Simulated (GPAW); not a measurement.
# AlSn (P-6m2) in GPAW: reference runs

How does AlSn come out in PBE? The cell is run as given and disturbed.

Everything below comes from runs of GPAW 26.7.0. Logs are shortened: lines on timing, memory, paths and dates and some standing lists are left out, and cuts for length are marked. The log counts tension as positive stress, the text compression.

## 1. The structure

It takes space group P-6m2 (No. 187, hexagonal). The conventional cell has a = 4.198 Å, b = 4.198 Å, c = 3.307 Å, α = 90.00°, β = 90.00°, γ = 120.00°. Sn (site symmetry -6m2) has 6 Al at 2.93 Å and 2 Sn at 3.31 Å as nearest neighbours. Al (site symmetry -6m2) has 6 Sn at 2.93 Å and 2 Al at 3.31 Å as nearest neighbours.

The cell comes from a database or a generator and needn't be the stable form of this composition.

## 2. Single point, PBE

Input file run.py:

```python
from ase import Atoms
from ase.dft.bandgap import bandgap
from ase.io import write
from ase.units import Bohr, GPa
from gpaw import GPAW, PW
from gpaw.elf import elf_from_dft_calculation

atoms = Atoms(['Sn', 'Al'],
              cell=[[4.1981056157, 0.0, 0.0],
                    [-2.0990528078, 3.6356661109, 0.0],
                    [0.0, 0.0, 3.306847]],
              scaled_positions=[[0.3333333333, 0.6666666667, 0.5],
                                [0.0, 0.0, 0.0]],
              pbc=True)

calc = GPAW(mode=PW(600),
            xc='PBE',
            kpts={'size': (7, 7, 8), 'gamma': True},
            occupations={'name': 'fermi-dirac', 'width': 0.05},
            nbands=17,
            convergence={'density': 1e-05, 'energy': 1e-05},
            maxiter=150,
            txt='gpaw.txt')
atoms.calc = calc
energy = atoms.get_potential_energy()
forces = atoms.get_forces()
stress = atoms.get_stress()
calc.write('gs.gpw')
write('result.traj', atoms)
print(f'Energy: {energy:.6f} eV')
print('Forces (eV/A):')
print(forces.round(4))
print('Stress (GPa):', (stress / GPa).round(3))
print('Fermi level:', round(calc.get_fermi_level(), 4), 'eV')
print(f'Gap: {bandgap(calc)[0]:.4f} eV, direct: {bandgap(calc, direct=True)[0]:.4f} eV')

# fields on the real-space grid
write('density.cube', atoms, data=calc.get_pseudo_density() * Bohr**3)
write('potential.cube', atoms, data=calc.get_electrostatic_potential())
write('elf.cube', atoms, data=elf_from_dft_calculation(calc).data)
```

Potentials or basis: GPAW PAW data sets (gpaw-data 1.2.1), pw.

Launch:

```
$ OMP_NUM_THREADS=1 python run.py
```

gpaw.txt:

```text
__  _  _
 | _ |_)|_||  |
 |__||  | ||/\| - 26.7.0

Input parameters:
  mode=PW(ecut=600.0),
  convergence={'density': 1e-05, 'energy': 1e-05},
  kpts=MonkhorstPack(size=(7, 7, 8), gamma=True),
  maxiter=150,
  nbands=17,
  occupations=Occupations(name='fermi-dirac', width=0.05),
  xc=XC(name='PBE')

Diagonalizing LCAO Hamiltonian
Converting LCAO to pw mode

         Sn

       Al

Atoms  # Å, Bohr magnetons
|   | symbol |         x |        y |        z |    initial magnetic moments |
|---|--------|-----------|----------|----------|-----------------------------|
| 0 |     Sn | -0.000000 | 2.423777 | 1.653423 | ( 0.0000,  0.0000,  0.0000) |
| 1 |     Al |  0.000000 | 0.000000 | 0.000000 | ( 0.0000,  0.0000,  0.0000) |

Unit cell  # Å
| periodic |         x |        y |        z |  lengths |     angles |
|----------|-----------|----------|----------|----------|------------|
|      yes |  4.198106 | 0.000000 | 0.000000 | 4.198106 |  90.000000 |
|      yes | -2.099053 | 3.635666 | 0.000000 | 4.198106 |  90.000000 |
|      yes |  0.000000 | 0.000000 | 3.306847 | 3.306847 | 120.000000 |

Number of symmetries: 12
Symmetry operations  # r_c * U_cc + t_c -> r_c
|    | kind |            matrix            |
|----|------|------------------------------|
|  0 |  σ   |  1, 1, 0,  0,-1, 0,  0, 0, 1 |
|  1 |  C2  |  1, 1, 0,  0,-1, 0,  0, 0,-1 |
|  2 |  E   |  1, 0, 0,  0, 1, 0,  0, 0, 1 |
|  3 |  σ   |  1, 0, 0,  0, 1, 0,  0, 0,-1 |
|  4 |  C3  |  0, 1, 0, -1,-1, 0,  0, 0, 1 |
|  5 |  S3  |  0, 1, 0, -1,-1, 0,  0, 0,-1 |
|  6 |  σ   |  0,-1, 0, -1, 0, 0,  0, 0, 1 |
|  7 |  C2  |  0,-1, 0, -1, 0, 0,  0, 0,-1 |
|  8 |  σ   | -1, 0, 0,  1, 1, 0,  0, 0, 1 |
|  9 |  C2  | -1, 0, 0,  1, 1, 0,  0, 0,-1 |
| 10 |  C3  | -1,-1, 0,  1, 0, 0,  0, 0, 1 |
| 11 |  S3  | -1,-1, 0,  1, 0, 0,  0, 0,-1 |

BZ-sampling:
  Number of BZ points: 392
  Number of IBZ points: 40

  Monkhorst-Pack size: [7, 7, 8]
  Monkhorst-Pack shift: [0.0, 0.0, 0.0625]

K-points  # in reciprocal-cell coordinates
|     |                                coordinates |     weight |
|-----|--------------------------------------------|------------|
|   0 | (  0.00000000,   0.00000000,   0.00000000) | 0.00255102 |
|   1 | (  0.00000000,   0.00000000,   0.12500000) | 0.00510204 |
|   2 | (  0.00000000,   0.00000000,   0.25000000) | 0.00510204 |
|   3 | (  0.00000000,   0.00000000,   0.37500000) | 0.00510204 |
|   4 | (  0.00000000,   0.00000000,   0.50000000) | 0.00255102 |
|   5 | (  0.14285714,   0.00000000,   0.00000000) | 0.01530612 |
|   6 | (  0.14285714,   0.00000000,   0.12500000) | 0.03061224 |
|   7 | (  0.14285714,   0.00000000,   0.25000000) | 0.03061224 |
|   8 | (  0.14285714,   0.00000000,   0.37500000) | 0.03061224 |
|   9 | (  0.14285714,   0.00000000,   0.50000000) | 0.01530612 |
| ... |                                            |            |
|  39 | (  0.42857143,   0.42857143,   0.50000000) | 0.01530612 |

Plane wave coefficients: 1730
Cutoff: 600.0 eV

Spin-components: 1 (collinear spins)
Bands:           17
Projectors:      11
Spin-degeneracy: 2
Datatype:        complex128

Parallelization:
  kpt:    1
  domain: 1
  band:   1

Density:
  Valence electrons: 17.0
  Components: 1
  Grid points: [24 24 20]
  Charge: 0.0  # |e|

Potential:
  Grid points: [24 24 20]

species:
  Sn:
    name:    Tin
    Z:       50.0
    valence: 14
    core:    36
    charge:  0.0  # [|e|]
    compensation charges:
      type: gauss
      rc: 0.38  # [Å]
      lmax: 2
    cutoffs:
      filter: 2.23  # [Å]
      core: 2.35  # [Å]
    projectors
    | kind |    occ | energy [eV] | rcut [Å] |
    |------|--------|-------------|----------|
    |   5s |  2.000 |     -10.538 |    1.201 |
    |   5p |  2.000 |      -3.696 |    1.270 |
    |   4d | 10.000 |     -25.845 |    1.185 |
    |    s |        |      16.674 |    1.201 |
    |    p |        |      23.515 |    1.270 |
    |    d |        |       1.367 |    1.185 |

    Using partial waves for Sn as LCAO basis

  Al:
    name:    Aluminium
    Z:       13.0
    valence: 3
    core:    10
    charge:  0.0  # [|e|]
    compensation charges:
      type: gauss
      rc: 0.34  # [Å]
      lmax: 2
    cutoffs:
      filter: 1.91  # [Å]
      core: 2.36  # [Å]
    projectors
    | kind |    occ | energy [eV] | rcut [Å] |
    |------|--------|-------------|----------|
    |   3s |  2.000 |      -7.753 |    1.085 |
    |   3p |  1.000 |      -2.712 |    1.085 |
    |    s |        |      19.459 |    1.085 |
    |    p |        |      24.499 |    1.085 |
    |    d |        |       0.000 |    1.085 |

    Using partial waves for Al as LCAO basis

Reference energy: -174614.116572  # eV

eigensolver:
  PPCG
  Converge bands: occupied
  niter=2

density mixing:
  MSR1-Mixer
  Pratt-step length: 0.05
  Maximum mixing coefficient: 0.75
  Old densities: 10
  SVD Regularization: 0.005
  Good broyden scale: 1.0
  Trust region scale: 1.0
  Backstep threshold: 4.0
  History deletion threshold: 6.0
  Fourier metric: weight=20.0, sigma=0.015

occupation numbers:
  Fermi-Dirac:
    width: 0.0500  # eV

poisson solver:
  ecut: 4800.0  # eV

xc functional:
  name: PBE with 2 nearest neighbor stencil

convergence criteria:
- Maximum integral of absolute [dens]ity change: 1e-05 electrons / valence electron
- Maximum [total energy] change in last 3 cyles: 1e-05 eV / valence electron
- Maximum integral of absolute [eigenst]ate change: 4e-08 eV^2 / valence electron
maximum number of iterations: 150

SCF iterations
|iter     | |      energy | eigst |  dens |
|---------|-|-------------|-------|-------|
|iter:   1| |   -7.424738 | -0.01 |       |
|iter:   2| |   -7.425026 | -2.49 | -1.37 |
|iter:   3| |   -7.408067 | -2.57 | -1.40 |
|iter:   4| |   -7.408724 | -3.30 | -1.91 |
|iter:   5| |   -7.408888 | -4.58 | -2.65 |
|iter:   6| |   -7.408903 | -5.82 | -3.24 |
|iter:   7| |   -7.408905c| -6.76 | -3.83 |
|iter:   8| |   -7.408905c| -7.68c| -4.60 |
|iter:   9| |   -7.408905c| -7.90c| -5.17c|

Converged in 9 steps
Energy contributions relative to reference atoms: (reference = -174614.116572)

Energy contributions:
  Kinetic:           6.878763
  Coulomb:          -5.531885
  Zero:              0.010536
  External:          0.000000
  Xc:               -8.764231
  Entropy:          -0.004175
  Spinorbit:         0.000000
  ----------------------------
  Free energy:      -7.410993
  Extrapolated:     -7.408905

dipole moment: (-5.535574, -5.151329, -5.694257)  # |e|*Ang

Fermi level: 5.691
Eigenvalues  # (at kpt = [0.000, 0.000, 0.000])
| band index |      eig [eV] | occ [0-2] |
|------------|---------------|-----------|
|          0 |       -15.664 |     2.000 |
|          1 |       -15.558 |     2.000 |
|          2 |       -15.558 |     2.000 |
|          3 |       -15.538 |     2.000 |
|          4 |       -15.538 |     2.000 |
|          5 |        -4.751 |     2.000 |
[... 9 lines left out ...]
|         15 |        19.131 |     0.000 |
|         16 |        19.143 |     0.000 |

No gap
No difference between direct/indirect transitions

Forces  # eV/Ang
|        x |        y |       z |
|----------|----------|---------|
| -0.00000 | -0.00000 | 0.00000 |  # Sn   0
|  0.00000 |  0.00000 | 0.00000 |  # Al   1

Stress tensor  # eV/Ang^3
|         x |         y |         z |
|-----------|-----------|-----------|
| -0.000262 |  0.000000 |  0.000000 |
|  0.000000 | -0.000262 |  0.000000 |
|  0.000000 |  0.000000 | -0.001852 |

# Writing to gs.gpw (mode='')
```

Wall time 13 s (1 thread of Arm Neoverse V2, shared host); peak memory 0.17 GiB.

Results:

- Free energy: -7.4110 eV
- Pressure: 0.1 GPa
- Band gap on the k mesh: none (metal or under the smearing width)

## 3. Single point, PBE (atoms moved at random, drawn with an rms of 0.05 Å)

run.py, as its differences from that of step 2:

```diff
@@ -3,5 +3,4 @@
 from ase.io import write
-from ase.units import Bohr, GPa
+from ase.units import GPa
 from gpaw import GPAW, PW
-from gpaw.elf import elf_from_dft_calculation
 
@@ -11,4 +10,4 @@
                     [0.0, 0.0, 3.306847]],
-              scaled_positions=[[0.3333333333, 0.6666666667, 0.5],
-                                [0.0, 0.0, 0.0]],
+              scaled_positions=[[0.331463, 0.66059, 0.495865],
+                                [0.005642, 0.004275, -0.005453]],
               pbc=True)
@@ -35,6 +34 @@
 print(f'Gap: {bandgap(calc)[0]:.4f} eV, direct: {bandgap(calc, direct=True)[0]:.4f} eV')
-
-# fields on the real-space grid
-write('density.cube', atoms, data=calc.get_pseudo_density() * Bohr**3)
-write('potential.cube', atoms, data=calc.get_electrostatic_potential())
-write('elf.cube', atoms, data=elf_from_dft_calculation(calc).data)
```

Potentials or basis: GPAW PAW data sets (gpaw-data 1.2.1), pw.

Launch:

```
$ OMP_NUM_THREADS=1 python run.py
```

It took 59 s on 1 thread of Arm Neoverse V2, shared host; peak memory 0.3 GiB.

It converged, with:

| Quantity | Value |
| --- | --- |
| Free energy | -7.4082 eV |
| Pressure | 0.1 GPa |
| Largest force | 0.148 eV/Å |
| Band gap on the k mesh | none (metal or under the smearing width) |

Forces in eV/Å, atoms in the order of the input:
```
Sn   0.033  0.144 -0.007
Al  -0.033 -0.144  0.007
```

Stress tensor (GPa, compression positive):
```
-0.37 -0.11  0.00
-0.11  0.49 -0.01
 0.00 -0.01  0.33
```

Levels at points of the mesh, in eV from the Fermi level:
```
           k point  band 5  band 6  band 7  band 8  band 9  band 10  band 11  band 12
(0.00, 0.00, 0.00)  -21.23  -10.44   -0.31   -0.14    0.71     2.60     3.02     3.22
(0.00, 0.00, 0.50)  -21.18   -7.41   -6.22    2.65    2.78     3.53     3.61     3.79
```
